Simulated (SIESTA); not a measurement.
HfPbO3:

```
Pb Hf O
1.0
     4.15548    0.00000    0.00000
     0.00000    4.15548    0.00000
     0.00000    0.00000    4.15548
Pb Hf O
1 1 3
Direct
  0.00000 0.00000 0.00000
  0.50000 0.50000 0.50000
  0.50000 0.50000 0.00000
  0.50000 0.00000 0.50000
  0.00000 0.50000 0.50000
```

The cell comes from a database or a generator and needn't be the stable form of this composition.

```yaml
Program: SIESTA 5.4.2
Task: single point
Functional: PBEsol
Potentials_or_basis: PseudoDojo 0.4 standard (PBEsol files)
Basis: DZP (energy shift 0.003 Ry; two zetas on semicore shells)
Grid_cutoff: 800 Ry
Energy_shift: 0.003 Ry
k_mesh: 7 × 7 × 7
Occupations: fermi-dirac, width 0.05 eV
Spin: no spin polarisation
```

On this cell: pressure -3.5 GPa; largest force zero by symmetry; band gap on the k mesh 2.58 eV, indirect (least direct gap 2.72 eV).

The same run follows on a disturbed copy (atoms moved at random, drawn with an rms of 0.05 Å):

```
Pb Hf O
1.0
     4.15548    0.00000    0.00000
     0.00000    4.15548    0.00000
     0.00000    0.00000    4.15548
Pb Hf O
1 1 3
Direct
  0.98970 0.99872 0.99316
  0.50978 0.50098 0.49812
  0.50494 0.50292 0.99597
  0.50696 0.99911 0.49394
  0.99465 0.50871 0.50084
```

Q: What does the disturbed cell give?

A: The energy moves by +5.4 meV/atom; pressure -3.1 GPa; largest force 0.852 eV/Å; band gap on the k mesh 2.59 eV, indirect (least direct gap 2.72 eV).

Forces in eV/Å, atoms in the order of the input:
```
Pb  -0.011 -0.075  0.001
Hf  -0.735 -0.104 -0.125
O   -0.049 -0.030  0.106
O   -0.058  0.257  0.021
O    0.851 -0.050 -0.005
```

Stress tensor (GPa, compression positive):
```
-2.68 -0.02  0.01
-0.02 -3.33  0.00
 0.01  0.00 -3.37
```

Caveats: short orbitals over semicore shells can move pressures by several GPa; spin-orbit coupling is left out, which as a rule narrows the gap of such compounds by several tenths of an eV; an odd mesh through Γ misses points on the zone boundary, where band edges often lie; the basis of atomic orbitals isn't converged, which shifts pressures, moduli and gaps.
